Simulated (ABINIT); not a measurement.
# GeCN2 (R-3m) in ABINIT: relaxation of cell and atoms with r2SCAN

Aim: the relaxation of cell and atoms of GeCN2 with r2SCAN.

Everything below comes from runs of ABINIT 10.8.3 (patched build). Logs are shortened: lines on timing, memory, paths and dates and some standing lists are left out, and cuts for length are marked. The log counts tension as positive stress, the text compression.

### 1 The crystal as given

It takes space group R-3m (No. 166, trigonal). Conventional cell: a = 3.588 Å, b = 3.588 Å, c = 14.766 Å, α = 90.00°, β = 90.00°, γ = 120.00°. Ge (site symmetry -3m) has 6 N at 2.40 Å as nearest neighbours. N (site symmetry 3m) is surrounded by 1 C at 1.24 Å. Around C (site symmetry -3m) lie 2 N at 1.24 Å.

The cell comes from a database or a generator and needn't be the stable form of this composition.

### 2 Relaxation of cell and atoms, r2SCAN

The input, run.abi:

```
# Pseudopotentials
pp_dirpath "./"
pseudos "Ge.GGA_PBE-JTH.xml, N.GGA_PBE-JTH.xml, C.GGA_PBE-JTH.xml"

# Structure
acell 5.3400288377 5.3400288377 5.3400288377 Angstrom
rprim
     0.3359139855     0.1939400300     0.9217098562
    -0.3359139855     0.1939400300     0.9217098562
     0.0000000000    -0.3878800599     0.9217098563
ntypat 3
znucl 32 7 6
natom 4
typat 1 2 2 3
xred
     0.0000000000     0.0000000000     0.0000000000
     0.5839044000     0.5839044000     0.5839044000
     0.4160956000     0.4160956000     0.4160956000
     0.5000000000     0.5000000000     0.5000000000
chkprim 0
chksymtnons 0
tolsym 1.0e-6

# Plane-wave basis
ecut 31.0
pawecutdg 53.0
pawovlp -1

# k points
kptopt 1
ngkpt 5 5 5
nshiftk 1
shiftk 0.0 0.0 0.0

# Exchange and correlation
ixc -497498
usekden 1
pawxcdev 0

# Bands and occupations
nband 18
occopt 3
tsmear 0.00183747

# SCF cycle
nstep 100
tolvrs 1.0e-7

# Output
iomode 3
prtwf 0
prtden 0
prteig 0
prtebands 0
enunit 1

# Relaxation
ionmov 2
ntime 60
tolmxf 0.0001
optcell 2
dilatmx 1.08
ecutsm 0.5
```

Potentials or basis: JTH PAW PBE v2.0.

The run is started by

```
> mpirun --bind-to none -np 4 abinit run.abi > log 2>&1
```

run.abo:

```text
.Version 10.8.3 of ABINIT
 Symmetries : space group R-3 m (#166); Bravais hR (rhombohedral)
================================================================================
 Values of the parameters that define the memory need of the present run
     intxc =       0    ionmov =       2      iscf =      17    lmnmax =      18
     lnmax =       6     mgfft =      60  mpssoang =       3    mqgrid =    3001
     natom =       4  nloc_mem =       2    nspden =       1   nspinor =       1
    nsppol =       1      nsym =      12    n1xccc =       1    ntypat =       3
    occopt =       3   xclevel =       2
       mpw =        3858          nfft =      216000          nkpt =          19
Pmy_natom=         1
 PAW method is used; the additional fine FFT grid is defined by:
   mgfftf=        72    nfftf =    373248
================================================================================
================================================================================

--------------------------------------------------------------------------------
------------- Echo of variables that govern the present computation ------------
--------------------------------------------------------------------------------
 -outvars: echo values of preprocessed input variables --------
            acell      1.0091192008E+01  1.0091192008E+01  1.0091192008E+01 Bohr
              amu      7.26100000E+01  1.40067400E+01  1.20110000E+01
          chkprim           0
      chksymtnons           0
          dilatmx      1.08000000E+00
             ecut      3.10000000E+01 Hartree
           ecutsm      5.00000000E-01 Hartree
           enunit           1
           ionmov           2
              ixc     -497498
         kptrlatt        5    0    0      0    5    0      0    0    5
          kptrlen      3.38977253E+01
            natom           4
            nband          18
            ngfft          60      60      60
          ngfftdg          72      72      72
             nkpt          19
            nstep         100
             nsym          12
            ntime          60
           ntypat           3
           occopt           3
          optcell           2
        pawecutdg      5.30000000E+01 Hartree
          pawovlp     -1.0000000000E+00
         pawxcdev           0
           prtden           0
        prtebands           0
           prteig           0
          prtkden           1
            prtwf           0
            rprim      3.3591398550E-01  1.9394003000E-01  9.2170985620E-01
                      -3.3591398550E-01  1.9394003000E-01  9.2170985620E-01
                       0.0000000000E+00 -3.8788005990E-01  9.2170985630E-01
          spgroup         166
           tolmxf      1.00000000E-04
           tolsym      1.00000000E-06
           tolvrs      1.00000000E-07
           tsmear      1.83747000E-03 Hartree
            typat      1  2  2  3
          usekden           1
           useylm           1
           xangst      0.0000000000E+00  0.0000000000E+00  0.0000000000E+00
                      -2.8704453529E-17  3.1180668947E-10  8.6218574186E+00
                      -5.2945338783E-17  2.2219632361E-10  6.1440142183E+00
                       1.7925576169E-17  2.6700139156E-10  7.3829358184E+00
            xcart      0.0000000000E+00  0.0000000000E+00  0.0000000000E+00
                      -5.4243555765E-17  5.8922924732E-10  1.6292949218E+01
                      -1.0005218994E-16  4.1989019781E-10  1.1610504186E+01
                       3.3874429608E-17  5.0455950529E-10  1.3951726702E+01
             xred      0.0000000000E+00  0.0000000000E+00  0.0000000000E+00
                       5.8390440000E-01  5.8390440000E-01  5.8390440000E-01
                       4.1609560000E-01  4.1609560000E-01  4.1609560000E-01
                       5.0000000000E-01  5.0000000000E-01  5.0000000000E-01
            znucl       32.00000    7.00000    6.00000

================================================================================

 chkinp: Checking input parameters for consistency.

================================================================================
== DATASET  1 ==================================================================

--- !DatasetInfo
iteration_state: {dtset: 1, }
dimensions: {natom: 4, nkpt: 19, mband: 18, nsppol: 1, nspinor: 1, nspden: 1, mpw: 3858, }
cutoff_energies: {ecut:  31.0, pawecutdg:  53.0, }
electrons: {nelect:   2.80000000E+01, charge:   0.00000000E+00, occopt:   3.00000000E+00, tsmear:   1.83747000E-03, }
meta: {optdriver: 0, ionmov: 2, optcell: 2, iscf: 17, paral_kgb: 0, }
...

 Real(R)+Recip(G) space primitive vectors, cartesian coordinates (Bohr,Bohr^-1):
 R(1)=  3.3897725  1.9570861  9.3011511  G(1)=  0.1475025  0.0851606  0.0358379
 R(2)= -3.3897725  1.9570861  9.3011511  G(2)= -0.1475025  0.0851606  0.0358379
 R(3)=  0.0000000 -3.9141722  9.3011511  G(3)=  0.0000000 -0.1703212  0.0358379
 Unit cell volume ucvol=  3.7022730E+02 bohr^3
 Angles (23,13,12)=  3.92562530E+01  3.92562530E+01  3.92562530E+01 degrees

 Coarse grid specifications (used for wave-functions):

 getcut: wavevector=  0.0000  0.0000  0.0000  ngfft=  60  60  60
         ecut(hartree)=     36.158   => boxcut(ratio)=   2.19676

 Fine grid specifications (used for densities):

 getcut: wavevector=  0.0000  0.0000  0.0000  ngfft=  72  72  72
         ecut(hartree)=     61.819   => boxcut(ratio)=   2.01592

--- Pseudopotential description ------------------------------------------------
- pspini: atom type   1  psp file is ./Ge.GGA_PBE-JTH.xml
 Pseudopotential format is: paw10
 basis_size (lnmax)=  6 (lmn_size= 18), orbitals=   0   0   1   1   2   2
 Spheres core radius: rc_sph= 2.30476891
 Shapefunction is SIN type: shapef(r)=[sin(pi*r/rshp)/(pi*r/rshp)]**2
 Radius for shape functions =  1.99988291
 Compensation charge density is not taken into account in XC energy/potential

- pspini: atom type   2  psp file is ./N.GGA_PBE-JTH.xml
 Pseudopotential format is: paw10
 basis_size (lnmax)=  4 (lmn_size=  8), orbitals=   0   0   1   1
 Spheres core radius: rc_sph= 1.20497474
 Shapefunction is SIN type: shapef(r)=[sin(pi*r/rshp)/(pi*r/rshp)]**2
 Radius for shape functions =  1.00243812
 Compensation charge density is not taken into account in XC energy/potential

- pspini: atom type   3  psp file is ./C.GGA_PBE-JTH.xml
 Pseudopotential format is: paw10
 basis_size (lnmax)=  4 (lmn_size=  8), orbitals=   0   0   1   1
 Spheres core radius: rc_sph= 1.50736703
 Shapefunction is SIN type: shapef(r)=[sin(pi*r/rshp)/(pi*r/rshp)]**2
 Radius for shape functions =  1.30052589
 Compensation charge density is not taken into account in XC energy/potential

   8.63071307E+02                                ecore*ucvol(ha*bohr**3)
--------------------------------------------------------------------------------

================================================================================

=== [ionmov= 2] Broyden-Fletcher-Goldfarb-Shanno method (forces)
================================================================================

--- Iteration: ( 1/60) Internal Cycle: (1/1)
--------------------------------------------------------------------------------

---SELF-CONSISTENT-FIELD CONVERGENCE--------------------------------------------
[... 2286 lines left out ...]
 Difference of energy with previous step (new-old):
           Absolute (Ha)= 1.40121E-07
           Relative     = 1.23422E-09

 At Broyd/MD step  19, gradients are converged :
  max grad (force/stress) = 5.6552E-05 < tolmxf= 1.0000E-04 ha/bohr (free atoms)

================================================================================

 ----iterations are completed or convergence reached----

 Mean square residual over all n,k,spin=   42.764E-13; max=  28.477E-11
 reduced coordinates (array xred) for    4 atoms
      -0.000000000000      0.000000000000     -0.000000000000
       0.583871736611      0.583871736611      0.583871736611
       0.416128263389      0.416128263389      0.416128263389
       0.500000000000      0.500000000000      0.500000000000
 rms dE/dt=  1.3924E-04; max dE/dt=  1.9692E-04; dE/dt below (all hartree)
    1       0.000000000000      0.000000000000      0.000000000000
    2      -0.000196919374     -0.000196919374     -0.000196919374
    3       0.000196919374      0.000196919374      0.000196919374
    4       0.000000000000      0.000000000000      0.000000000000

 cartesian coordinates (angstrom) at end:
    1     -0.00000000000000     0.00000000000000     0.00000000000000
    2     -0.00000000000000     0.00000000031019     8.57714023014131
    3      0.00000000000000     0.00000000022107     6.11297010114738
    4     -0.00000000000000     0.00000000026563     7.34505516564434

 cartesian forces (hartree/bohr) at end:
    1     -0.00000000000000     0.00000000000000    -0.00000000000000
    2      0.00000000000000     0.00000000000000     0.00002128069346
    3     -0.00000000000000    -0.00000000000000    -0.00002128069346
    4     -0.00000000000000     0.00000000000000    -0.00000000000000
 frms,max,avg= 8.6878067E-06 2.1280693E-05   0.000E+00  0.000E+00  0.000E+00 h/b

 cartesian forces (eV/Angstrom) at end:
    1     -0.00000000000000     0.00000000000000    -0.00000000000000
    2      0.00000000000000     0.00000000000019     0.00109429725580
    3     -0.00000000000000    -0.00000000000019    -0.00109429725580
    4     -0.00000000000000     0.00000000000000    -0.00000000000000
 frms,max,avg= 4.4674498E-04 1.0942973E-03   0.000E+00  0.000E+00  0.000E+00 e/A
 length scales= 10.095016754781 10.095016754781 10.095016755619 bohr
              =  5.342052806690  5.342052806690  5.342052807133 angstroms
 Fermi (or HOMO) energy (eV) =   4.41436   Average Vxc (eV)=  -9.78048
 Eigenvalues (   eV  ) for nkpt=  19  k points:
 kpt#   1, nband= 18, wtk=  0.00800, kpt=  0.0000  0.0000  0.0000 (reduced coord)
 -21.60779  -21.60732  -21.60732  -21.60010  -21.60010  -16.23604  -13.95566   -6.68851
  -1.46867   -1.41892   -1.41892    1.37119    2.11595    2.11595    6.44068    7.31432
   7.31432    9.22416
 prteigrs : prtvol=0 or 1, do not print more k-points.

--- !EnergyTerms
iteration_state     : {dtset: 1, itime: 19, icycle: 1, }
comment             : Components of total free energy in Hartree
kinetic             :  2.13144218744491E+01
hartree             :  3.11088913293601E+01
xc                  : -9.36492878936958E+00
Ewald energy        : -6.48047883858627E+01
psp_core            :  2.20468398635728E+00
local_psp           : -1.02635864966087E+02
PAW spherical_terms :  8.64780587400825E+00
internal            : -1.13529779077145E+02
'-kT*entropy'       : -3.72755764130063E-09
total_energy        : -1.13529779080872E+02
total_energy_eV     : -3.08930266899051E+03
...

--- !EnergyTermsDC
iteration_state     : {dtset: 1, itime: 19, icycle: 1, }
comment             : '"Double-counting" decomposition of free energy'
band_energy         : -1.07796810778443E+01
Ewald energy        : -6.48047883858627E+01
psp_core            :  2.20468398635728E+00
xc_dc               : -2.88760364570477E+01
PAW spherical_terms : -1.12739316857188E+01
internal            : -1.13529753620116E+02
'-kT*entropy'       : -3.72755764130063E-09
total_energy_dc     : -1.13529753623844E+02
total_energy_dc_eV  : -3.08930197626948E+03
...

--- !EnergyTermsWithPAWCore
iteration_state     : {dtset: 1, itime: 19, icycle: 1, }
comment             : 'Components of total free energy, including PAW core contributions'
Total energy        : -2.24695082429077E+03
Total energy DC     : -2.24695079883374E+03
Total energy (eV)   : -6.11426467555016E+04
Total energy DC (eV): -6.11426460627805E+04
...

 rms coord change=  2.3097E-05   atom, delta coord (reduced):
     1       -0.000000000000      0.000000000000     -0.000000000000
     2       -0.000032663389     -0.000032663389     -0.000032663389
     3        0.000032663389      0.000032663389      0.000032663389
     4        0.000000000000      0.000000000000      0.000000000000

 Cartesian components of stress tensor (hartree/bohr^3)
  sigma(1 1)= -2.04697101E-07  sigma(3 2)=  7.64198438E-13
  sigma(2 2)= -2.04697895E-07  sigma(3 1)=  0.00000000E+00
  sigma(3 3)= -5.65524745E-07  sigma(2 1)=  0.00000000E+00

-Cartesian components of stress tensor (GPa)         [Pressure=  9.5610E-03 GPa]
- sigma(1 1)= -6.02239662E-03  sigma(3 2)=  2.24834943E-08
- sigma(2 2)= -6.02242000E-03  sigma(3 1)=  0.00000000E+00
- sigma(3 3)= -1.66383124E-02  sigma(2 1)=  0.00000000E+00

== END DATASET(S) ==============================================================
================================================================================

 -outvars: echo values of variables after computation  --------
            acell      1.0095016755E+01  1.0095016755E+01  1.0095016756E+01 Bohr
           etotal     -1.1352975362E+02
            fcart     -9.6952000796E-22  1.6644499305E-21 -8.4703294725E-22
                       2.6514330257E-21  3.6576100314E-15  2.1280693460E-05
                      -7.1239300982E-22 -3.6576133603E-15 -2.1280693460E-05
                      -9.6952000796E-22  1.6644499305E-21 -8.4703294725E-22
            rprim      3.4617561684E-01  1.9986458562E-01  9.1663329075E-01
                      -3.4617561684E-01  1.9986458562E-01  9.1663329075E-01
                       0.0000000000E+00 -3.9972917110E-01  9.1663329078E-01
           strten     -2.0469710065E-07 -2.0469789522E-07 -5.6552474491E-07
                       7.6419843805E-13  0.0000000000E+00  0.0000000000E+00
           xangst     -6.7168747100E-20  2.1766209841E-20  5.1492215397E-22
                      -1.8265984619E-16  3.1019010759E-10  8.5771402301E+00
                       2.0624455971E-17  2.2107337601E-10  6.1129701011E+00
                      -1.1750094465E-16  2.6563156555E-10  7.3450551656E+00
             xred     -1.4727928756E-20  2.1593472584E-20 -6.7603869271E-21
                       5.8387173661E-01  5.8387173661E-01  5.8387173661E-01
                       4.1612826339E-01  4.1612826339E-01  4.1612826339E-01
                       5.0000000000E-01  5.0000000000E-01  5.0000000000E-01
 Calculation completed.
```

Run time: 14 min. Hardware: 4 MPI ranks of AMD EPYC 9R45 (Zen 5), shared host; peak memory 1.3 GiB.

What came out:

- Free energy: -3089.3020 eV
- Relaxed volume: 14.50 Å³/atom
- Relaxed cell: a = 5.342 Å, b = 5.342 Å, c = 5.342 Å, α = 40.51°, β = 40.51°, γ = 40.51°
- Space group after relaxing (to 0.05 Å): R-3m (No. 166)
- Energy gained by relaxing: -11.3 meV/atom
- Ionic steps: 19
- Pressure after relaxing: 0.0 GPa
- Band gap on the k mesh: 1.37 eV, indirect (least direct gap 2.27 eV)

The path:
| step | energy change (eV) | largest force (eV/Å) | pressure (GPa) | volume (Å³) |
| --- | --- | --- | --- | --- |
| 1 | 0.0000 | 0.7201 | 1.27 | 54.86 |
| 2 | -0.0026 | 0.2523 | 3.03 | 55.07 |
| 3 | 0.0014 | 0.0764 | 2.12 | 55.68 |
| 4 | 0.0488 | 0.3402 | 0.20 | 57.93 |
| 5 | 0.0424 | 0.1417 | -0.07 | 57.77 |
| 6 | 0.0377 | 0.0603 | -0.04 | 57.61 |
| 7 | 0.0380 | 0.4861 | -0.47 | 57.45 |
| 8 | 0.0408 | 0.2159 | -0.23 | 57.65 |
| 9 | 0.0433 | 0.0237 | -0.07 | 57.81 |
| 10 | 0.0427 | 0.0175 | 0.04 | 57.84 |
| 11 | 0.1017 | 0.3178 | 0.62 | 58.77 |
| 12 | 0.0409 | 0.0378 | 0.15 | 57.92 |
| 13 | 0.0453 | 0.0398 | -0.09 | 58.03 |
| 14 | 0.0449 | 0.0157 | 0.00 | 58.01 |
| 15 | 0.0453 | 0.0222 | 0.03 | 58.01 |
| 16 | 0.0521 | 0.0830 | 0.01 | 58.10 |
| 17 | 0.0451 | 0.0096 | 0.01 | 58.01 |
| 18 | 0.0451 | 0.0052 | 0.01 | 58.01 |
| 19 | 0.0451 | 0.0011 | 0.01 | 58.01 |

Final structure:
```
Ge N C
1.0
     1.84929    1.06769    4.89670
    -1.84929    1.06769    4.89670
     0.00000   -2.13537    4.89670
Ge N C
1 2 1
Cartesian
  0.0000 0.0000 0.0000
  0.0000 0.0000 8.5771
  0.0000 0.0000 6.1130
  0.0000 0.0000 7.3451
```

Levels at points of the mesh, in eV from the valence-band top:
| k point | band 12 | band 13 | band 14 | band 15 | band 16 | band 17 |
| --- | --- | --- | --- | --- | --- | --- |
| (0.00, 0.00, 0.00) | -2.33 | -1.58 | -1.58 | 2.74 | 3.62 | 3.62 |

Caveat: totals of a meta-GGA on PAW files have another zero than those of a GGA; the PAW data sets were made with another functional, which shifts forces and pressure a little; an odd mesh through Γ misses points on the zone boundary, where band edges often lie; the atomic spheres overlap.
